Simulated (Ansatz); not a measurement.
# GeCl2 (SMILES Cl[Ge]Cl): levels of theory compared

Wanted: a comparison of 6 runs (HF/3-21G, B3LYP/6-31G*, SVWN5/aug-cc-pVDZ, RPA@PBE/aug-cc-pVDZ, CCSD/aug-cc-pVDZ) of GeCl2. 

The calculation is run with Ansatz 0.2.0.

36 further runs of the same task are left out: 36 set aside as unsound or not needed.

### 1 The system as given

GeCl2 has 3 atoms, charge 0, and is taken as a singlet. SMILES: `Cl[Ge]Cl`. The Cl1–Ge2 distance was set to 3.927 Å, away from the relaxed value. At this shape a bond of the SMILES string is far longer than usual.

Bond lengths: Ge2–Cl3 2.182 Å.

### 2 The energy at HF/3-21G (run 1)

The input, job.yaml:

```yaml
crystal:
  periodic: [false, false, false]
  atoms:
    - {symbol: Cl, position_ang: [0.219208, -3.080741, 1.426534]}
    - {symbol: Ge, position_ang: [-0.421210, 0.067170, -0.832020]}
    - {symbol: Cl, position_ang: [0.486630, 1.614500, 0.409270]}
basis:
  gaussian:
    orbitals: 3-21G-spherical.json
hamiltonian:
  xc: hf
accuracy: high
output:
  orbitals: {seedname: orbitals}
```

The basis set 3-21G is read from a file made from the Basis Set Exchange's data (not shown).

The run is started by

```
ansatz run job.yaml --threads 1 --pin off --max-ram 3480MiB --events-out events.jsonl --progress --plain --runs-dir runs
```

The program printed:

```text
Warning: RAYON_NUM_THREADS=1 ignored (pool sized by the plan → 1); use --threads N
Functional definition: HF
  name "HF"
  exchange = exact_x
  correlation = 0
800 factors; integrals over basis functions are off by at most 4.3e-9 eV
mean field evaluation 1: about -81084.8821 eV, gradient 2.3e1 eV
mean field evaluation 2: about -81084.8913 eV, gradient 2.3e1 eV
mean field evaluation 4: about -81087.3243 eV, gradient 1.8e0 eV
mean field evaluation 8: about -81087.3616 eV, gradient 1.4e-1 eV
mean field -81087.36212054 eV, -2979.9055949416 hartree, gradient 6.9e-8 eV, S^2 0.000000; 0 other end points of the search recorded, 0 dependent functions left out
reference -81087.36212054 eV, -2979.9055949416 hartree; 33, 33 occupied and 15, 15 virtual orbitals, 800 factors
Total energy: -81087.36212054 eV, -2979.9055949416 hartree
```

Run time: 0.48 s. Hardware: 1 thread of Arm Neoverse V2, shared host; peak memory 0.1 GiB.

### 3 The energy at B3LYP/6-31G(d) (spherical functions) (run 2)

The input, run.yaml:

```yaml
crystal:
  periodic: [false, false, false]
  atoms:
    - symbol: Cl
      position_ang: [0.219208, -3.080741, 1.426534]
    - symbol: Ge
      position_ang: [-0.421210, 0.067170, -0.832020]
    - symbol: Cl
      position_ang: [0.486630, 1.614500, 0.409270]
basis:
  gaussian:
    orbitals: 6-31G_st_-spherical.json
hamiltonian:
  xc: {name: B3LYP}
accuracy: high
output:
  orbitals: {seedname: orbitals}
```

The basis set 6-31G* is read from a file made from the Basis Set Exchange's data (not shown).

The run is started by

```
ansatz run run.yaml --threads 1 --pin off --max-ram 3480MiB --events-out events.jsonl --progress --plain --runs-dir runs
```

The program printed:

```text
Warning: RAYON_NUM_THREADS=1 ignored (pool sized by the plan → 1); use --threads N
Functional definition: B3LYP
  name "B3LYP"
  parameter a0 = 0.2
  parameter ax = 0.72
  parameter ac = 0.81
  exchange = (1 - a0 - ax)*slater_x + ax*b88_x + a0*exact_x
  correlation = (1 - ac)*vwn_rpa_c + ac*lyp_c
1196 factors; integrals over basis functions are off by at most 5.1e-9 eV
mean field evaluation 1: about -81551.8617 eV, gradient 3.0e1 eV
mean field evaluation 2: about -81335.3955 eV, gradient 1.2e2 eV
mean field evaluation 4: about -81555.1909 eV, gradient 1.0e1 eV
mean field evaluation 8: about -81555.1913 eV, gradient 1.0e1 eV
mean field evaluation 16: about -81556.0357 eV, gradient 1.2e-8 eV
mean field evaluation 32: about -81548.7861 eV, gradient 7.9e-1 eV
mean field evaluation 64: about -81555.3373 eV, gradient 5.0e0 eV
mean field -81556.03570363 eV, -2997.1290314418 hartree, gradient 4.0e-8 eV, S^2 0.000000; 7 other end points of the search recorded, 0 dependent functions left out
reference -81556.03574003 eV, -2997.1290327797 hartree; 33, 33 occupied and 35, 35 virtual orbitals, 1196 factors
Total energy: -81556.03574003 eV, -2997.1290327797 hartree
```

It took 10 s on 1 thread of Arm Neoverse V2, shared host; peak memory 0.2 GiB.

Run 3 isn't shown in full; the table further down has it.

### 4 The energy at SVWN5/aug-cc-pVDZ (run 4)

The input, molecule.yaml:

```yaml
crystal:
  periodic: [false, false, false]
  atoms:
    - symbol: Cl
      position_ang: [0.219208, -3.080741, 1.426534]
    - symbol: Ge
      position_ang: [-0.421210, 0.067170, -0.832020]
    - symbol: Cl
      position_ang: [0.486630, 1.614500, 0.409270]
basis:
  gaussian: {orbitals: aug-cc-pVDZ}
hamiltonian: {xc: {name: SVWN5}}
accuracy: high
output: {orbitals: {seedname: orbitals}}
```

The run is started by

```
ansatz run molecule.yaml --threads 1 --pin off --max-ram 3480MiB --events-out events.jsonl --progress --plain --runs-dir runs
```

The program printed:

```text
Warning: RAYON_NUM_THREADS=1 ignored (pool sized by the plan → 1); use --threads N
Functional definition: SVWN5
  name "SVWN5"
  exchange = slater_x
  correlation = vwn5_c
1699 factors; integrals over basis functions are off by at most 4.5e-9 eV
mean field evaluation 1: about -81391.8609 eV, gradient 3.0e1 eV
mean field evaluation 2: about -81171.0490 eV, gradient 1.2e2 eV
mean field evaluation 4: about -81334.3745 eV, gradient 9.7e1 eV
mean field evaluation 8: about -81392.0635 eV, gradient 3.3e1 eV
mean field evaluation 16: about -81396.1430 eV, gradient 5.1e-4 eV
mean field evaluation 32: about -81388.2836 eV, gradient 6.5e0 eV
mean field evaluation 64: about -81365.0275 eV, gradient 5.8e1 eV
mean field evaluation 96: about -81394.6096 eV, gradient 1.5e1 eV
mean field evaluation 128: about -81395.7573 eV, gradient 4.6e0 eV
mean field -81396.14300256 eV, -2991.2530830566 hartree, gradient 1.6e-8 eV, S^2 0.000000; 6 other end points of the search recorded, 0 dependent functions left out
reference -81396.14300721 eV, -2991.2530832278 hartree; 33, 33 occupied and 57, 57 virtual orbitals, 1699 factors
Total energy: -81396.14300721 eV, -2991.2530832278 hartree
```

It took 12 s on 1 thread of Arm Neoverse V2, shared host; peak memory 0.22 GiB.

Run 5 isn't shown in full; the table further down has it.

### 5 A single-point energy at CCSD/aug-cc-pVDZ (run 6)

The input, run.yaml:

```yaml
crystal:
  periodic: [false, false, false]
  atoms:
    - {symbol: Cl, position_ang: [0.219208, -3.080741, 1.426534]}
    - {symbol: Ge, position_ang: [-0.421210, 0.067170, -0.832020]}
    - {symbol: Cl, position_ang: [0.486630, 1.614500, 0.409270]}
basis:
  gaussian: {orbitals: aug-cc-pVDZ}
correlation: {method: ccsd, frozen_orbitals: {Cl: 5, Ge: 9}}
accuracy: high
scf: {omitted_lower_state_checks: [cluster_reference, increment]}
```

The run is started by

```
ansatz run run.yaml --threads 1 --pin off --max-ram 3480MiB --events-out events.jsonl --progress --plain --runs-dir runs
```

The program printed, shortened:

```text
Warning: RAYON_NUM_THREADS=1 ignored (pool sized by the plan → 1); use --threads N
Functional definition: HF
  name "HF"
[...]
1699 factors; integrals over basis functions are off by at most 4.5e-9 eV
[...]
mean field -81479.46426517 eV, -2994.3150829804 hartree, gradient 3.4e-8 eV, S^2 0.000000; 0 other end points of the search recorded, 0 dependent functions left out; unrestricted orbitals would lower it
19 core orbitals not correlated: weight in the atoms' cores, before any rotation towards them, 1.000 or more for the frozen orbitals, at most 0.000 for the correlated occupied ones
reference -81479.46426517 eV, -2994.3150829804 hartree; 14, 14 occupied and 57, 57 virtual orbitals, 1699 factors
second order -10.51227350 eV of doubles, -0.00000000 eV of singles
cycle   1  -10.98570208 eV  change   -4.7e-1 eV  update   1.6e-1
[...]
cycle  38  -11.43499460 eV  change   2.6e-10 eV  update   2.8e-9
Total energy: -81490.89925977 eV, -2994.7353112811 hartree
Checks for a lower state left out: cluster_reference, increment
```

Run time: 12 s. Hardware: 1 thread of Arm Neoverse V2, shared host; peak memory 0.36 GiB.

### 6 All runs side by side

| run | level | Cartesian functions | frozen core orbitals | energy (Eh) | HOMO energy (eV) | LUMO energy (eV) | HOMO–LUMO gap (eV) | wall time |
| --- | --- | --- | --- | --- | --- | --- | --- | --- |
| 1 | HF/3-21G | no | – | -2979.905595 | -8.35 | -2.66 | 5.68 | 0.48 s |
| 2 | B3LYP/6-31G* (spherical functions) | no | – | -2997.129033 | -6.27 | -5.06 | 1.21 | 10 s |
| 3 | B3LYP/6-31G* (Cartesian functions) | yes | – | -2997.141797 | -6.26 | -5.04 | 1.22 | 12 s |
| 4 | SVWN5/aug-cc-pVDZ | no | – | -2991.253083 | -5.79 | -5.63 | 0.16 | 12 s |
| 5 | RPA@PBE/aug-cc-pVDZ | no | 19 | -2994.939416 | – | – | – | 30 s |
| 6 | CCSD/aug-cc-pVDZ | no | 19 | -2994.735311 | – | – | – | 12 s |

### 7 Summary of results

```
                                           quantity           value
                                run 6: total energy  -2994.73531 Eh
run 6: correlation energy (19 core orbitals frozen)      -420.2 mEh
                               run 6: T1 diagnostic           0.037
```

**Reading.** Over runs 1, 2, 3, 4 the HOMO–LUMO gap runs from 0.16 eV (SVWN5/aug-cc-pVDZ) to 5.68 eV (HF/3-21G). The two ends differ in method and basis. Totals of different functionals can't be ranked against each other. In run 6 the T1 diagnostic is large, so a single reference may not serve. In runs 5, 6 the log says that unrestricted orbitals would lower the reference, so the values rest on an unstable closed-shell determinant (other closed-shell runs at this shape may share the fault). In runs 1, 2, 3, 4, 5, 6 a closed-shell determinant meets a far-stretched bond, which it describes badly. All runs together took 76 s, the longest 30 s.
